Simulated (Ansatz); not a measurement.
CH2FNSi, SMILES F[SiH]1C=N1, a polarisability from point charges

Computed with Ansatz's Python interface.

Notebook, run cell by cell (the value of a cell's last expression is shown):

In [1]:
```python
import ansatz as az
import numpy as np
```

In [2]:
```python
geometry_ang = [
    ("F", [1.8852, -0.4031, -0.6103]),
    ("Si", [0.2851, 0.0256, -0.6835]),
    ("C", [-0.49, 0.4505, 0.8165]),
    ("N", [-0.4143, -0.7993, 0.7314]),
    ("H", [-0.4293, -0.5191, -1.8805]),
    ("H", [-0.7946, 1.1814, 1.5803]),
]
ch2fnsi = az.Crystal.molecule()
for symbol, xyz in geometry_ang:
    ch2fnsi = ch2fnsi.atom(symbol, xyz)
```

In [3]:
```python
setup = ch2fnsi.calculation().basis(gaussian="def2-SVPD").functional("PBE", dispersion="d4").forces()
centre = np.mean([site.position_ang for site in ch2fnsi.cartesian_sites], axis=0)
field = 2 * 14.399645 * 3.0 / 30.0 ** 2
```

In [4]:
```python
def dipole(axis, sign):
    arm = 30.0 * np.eye(3)[axis]
    pair = [{"charge": sign * 3.0, "position_ang": (centre - arm).tolist()}, {"charge": -sign * 3.0, "position_ang": (centre + arm).tolist()}]
    deck = setup.input().set(az.key.basis.gaussian.point_charges, pair)
    return np.array(az.Session.from_dict(deck).plan().execute().report["charge_distribution"]["dipole_moment_e_ang"])


print(f"field {field:.4f} V/A")
alpha = np.array([(dipole(axis, 1) - dipole(axis, -1)) / (2 * field) * 14.399645 for axis in range(3)])
print("polarisability tensor (A^3)")
print(np.array2string(alpha, precision=3, suppress_small=True))
print(f"mean {np.trace(alpha) / 3:.3f} A^3 = {np.trace(alpha) / 3 / 0.14818471:.2f} bohr^3")
```
```text
field 0.0960 V/A
polarisability tensor (A^3)
[[ 5.83   0.064 -1.129]
 [ 0.068  6.068 -0.121]
 [-1.128 -0.113  7.983]]
mean 6.627 A^3 = 44.72 bohr^3
```

The geometry is a force-field or estimated start, not a minimum of this method, and the basis set is short of its limit. The field of two point charges is only nearly even. Run time: 18 s on 1 thread of Intel(R) Xeon(R) Platinum 8259CL CPU @ 2.50GHz (Skylake/Cascade Lake), on a shared host, peak memory 0.23 GiB.
